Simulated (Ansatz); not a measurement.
# SnS (SMILES [S][Sn]) at HF/def2-TZVP (core potential)

What is the energy change on altering one bond length of SnS at HF/def2-TZVP (core potential)? 

The calculation is run with Ansatz 0.2.0.

37 further runs of the same task are left out: 1 that didn't finish, 36 set aside as unsound or not needed.

### 1 Starting point

SnS has 2 atoms, charge 0, and is taken as a singlet. As SMILES, `[S][Sn]`. The bond length is the measured one.

Bond lengths: S1–Sn2 2.209 Å.

### 2 The energy at HF/def2-TZVP (core potential)

File molecule.yaml:

```yaml
crystal:
  periodic: [false, false, false]
  atoms:
    - {symbol: S, position_ang: [0.000000, 0.000000, 0.000000]}
    - {symbol: Sn, position_ang: [0.000000, 0.000000, 2.209026]}
basis:
  gaussian:
    orbitals: def2-TZVP
hamiltonian:
  xc: hf
accuracy: high
output:
  orbitals: {seedname: orbitals}
```

Launch:

```bash
$ ansatz run molecule.yaml --threads 1 --pin off --max-ram 3480MiB --events-out events.jsonl --progress --plain --runs-dir runs
```

The program printed:

```text
Warning: RAYON_NUM_THREADS=1 ignored (pool sized by the plan → 1); use --threads N
Functional definition: HF
  name "HF"
  exchange = exact_x
  correlation = 0
1408 factors; integrals over basis functions are off by at most 3.1e-9 eV
mean field evaluation 1: about -16622.1371 eV, gradient 2.3e1 eV
mean field evaluation 2: about -16622.2701 eV, gradient 2.3e1 eV
mean field evaluation 4: about -16624.4305 eV, gradient 1.7e0 eV
mean field evaluation 8: about -16624.4556 eV, gradient 1.9e-1 eV
mean field evaluation 16: about -16624.4558 eV, gradient 2.2e-8 eV
mean field -16624.45583307 eV, -610.9374834046 hartree, gradient 2.1e-8 eV, S^2 0.000000; 0 other end points of the search recorded, 0 dependent functions left out
reference -16624.45583307 eV, -610.9374834046 hartree; 19, 19 occupied and 68, 68 virtual orbitals, 1408 factors
Total energy: -16624.45583307 eV, -610.9374834046 hartree
```

It took 2.2 s on 1 thread of Arm Neoverse V2, shared host; peak memory 0.18 GiB.

### 3 The distorted shape

File in.yaml:

```yaml
crystal:
  periodic: [false, false, false]
  atoms:
    - {symbol: S, position_ang: [0.000000, 0.000000, -2.650874]}
    - {symbol: Sn, position_ang: [0.000000, 0.000000, 2.209026]}
basis:
  gaussian:
    orbitals: def2-TZVP
hamiltonian:
  xc: hf
accuracy: high
output: {orbitals: {seedname: orbitals}}
```

Launch:

```bash
$ ansatz run in.yaml --threads 1 --pin off --max-ram 3480MiB --events-out events.jsonl --progress --plain --runs-dir runs
```

The program printed (excerpt; [...] marks lines left out):

```text
Warning: RAYON_NUM_THREADS=1 ignored (pool sized by the plan → 1); use --threads N
Functional definition: HF
  name "HF"
[...]
1261 factors; integrals over basis functions are off by at most 1.4e-8 eV
[...]
mean field -16618.28133725 eV, -610.7105748683 hartree, gradient 3.1e-8 eV, S^2 0.000000; 5 other end points of the search recorded, 0 dependent functions left out
reference -16618.28133725 eV, -610.7105748683 hartree; 19, 19 occupied and 68, 68 virtual orbitals, 1261 factors
Total energy: -16618.28133725 eV, -610.7105748683 hartree
```

Wall time 5.4 s (1 thread of Arm Neoverse V2, shared host); peak memory 0.2 GiB.

### 4 What came out

Level: HF/def2-TZVP (core potential).

```
                                                          quantity          value
                                         first shape: total energy  -610.93748 Eh
                                          first shape: HOMO energy       -9.50 eV
                                          first shape: LUMO energy        0.08 eV
                                        first shape: HOMO–LUMO gap        9.58 eV
                                     distorted shape: total energy  -610.71057 Eh
                                      distorted shape: HOMO energy       -6.28 eV
                                      distorted shape: LUMO energy       -1.25 eV
                                    distorted shape: HOMO–LUMO gap        5.03 eV
energy change with the S1–Sn2 bond stretched from 2.209 to 4.860 Å       6.174 eV
```

One bond (distorted shape) is far stretched, which a spin-restricted single reference describes badly; a broken-symmetry solution may lie lower. With the S1–Sn2 bond stretched from 2.209 to 4.860 Å the energy rises by 6.17 eV (142 kcal/mol). The first shape isn't relaxed at this level, so the change isn't measured from a minimum. A restricted reference can't describe the breaking bond well at this length.
